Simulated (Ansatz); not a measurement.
Here is an Ansatz 0.2.0 calculation.

File input.yaml:

```yaml
crystal:
  lattice:
    - [1.5718551461, 0.9075109917, 5.1016196719]
    - [-1.5718551461, 0.9075109917, 5.1016196719]
    - [0.0, -1.8150219835, 5.1016196719]
  atoms:
    - { symbol: W, position: [0.0, 0.0, 0.0] }
    - { symbol: Ta, position: [0.5, 0.5, 0.5] }
    - { symbol: C, position: [0.250933, 0.250933, 0.250933] }
    - { symbol: C, position: [0.749067, 0.749067, 0.749067] }
hamiltonian:
  xc: pbesol
  pseudopotentials: { kind: paw }
kpoints:
  mp_grid: { grid: [10, 10, 10] }
  band_path:
    path:
      - [[0.0, 0.0, 0.0], [0.5, 0.0, 0.0], [0.5, 0.1877624847, -0.1877624847]]
      - [[0.8122375153, 0.5, 0.1877624847], [0.5, 0.5, 0.5], [0.0, 0.0, 0.0], [0.3438812424, 0.0, -0.3438812424]]
      - [[0.6561187576, 0.3438812424, 0.0], [0.5, 0.5, 0.0], [0.6561187576, 0.6561187576, 0.1877624847], [0.5, 0.5, 0.5]]
      - [[0.5, 0.0, 0.0], [0.8122375153, 0.3438812424, 0.3438812424]]
    npoints: 14
scf:
  occupations: { method: fermi_dirac, width: 0.05 }
  n_extra_bands: 10
output:
  forces: true
  stress: true
  eigenvalues: true
  fatbands: true
```

Potentials or basis: Ansatz PAW.

Launch:

```console
$ ansatz run input.yaml --threads 2 --pin off --max-ram 5632MiB --backend cpu --events-out ev --progress --plain --runs-dir out
```

**Question.** Estimate the pressure.

**Answer.** -10.8 GPa.

**Question.** What does it give for the largest force?

**Answer.** 0.081 eV/Å.

**Question.** What does it give for the band gap on the k mesh?

**Answer.** None (metal or under the smearing width).

Levels at the corners of the path, in eV from the Fermi level:
```tsv
point	band 15	band 16	band 17	band 18	band 19	band 20	band 21	band 22
Γ	-2.18	-2.05	-0.77	-0.77	-0.71	-0.23	-0.23	1.93
L	-4.81	-4.43	-1.28	-0.73	1.45	2.14	3.12	3.62
B1	-4.94	-4.92	-0.44	-0.09	1.21	2.20	2.96	3.03
B	-4.94	-4.92	-0.44	-0.09	1.21	2.20	2.96	3.03
Z	-4.33	-4.33	-0.96	-0.96	0.20	0.20	0.24	0.71
Γ	-2.18	-2.05	-0.77	-0.77	-0.71	-0.23	-0.23	1.93
X	-5.13	-4.81	-0.50	0.59	0.76	2.03	2.97	3.19
Q	-5.13	-4.81	-0.50	0.59	0.76	2.03	2.97	3.19
F	-5.10	-2.15	-2.09	1.21	1.64	1.80	2.54	3.46
P1	-5.11	-2.53	-2.18	1.21	1.37	2.08	2.30	3.45
Z	-4.33	-4.33	-0.96	-0.96	0.20	0.20	0.24	0.71
L	-4.81	-4.43	-1.28	-0.73	1.45	2.14	3.12	3.62
P	-5.11	-2.53	-2.18	1.21	1.37	2.08	2.30	3.45
```

Caveat: the pressure holds a Pulay correction of +0.3 GPa for the finite cutoff; spin-orbit coupling is left out, which moves the levels of the heavy elements; the PAW data sets come from PBE, with cores solved anew for the run's functional, which leaves a small shift of forces and pressure.
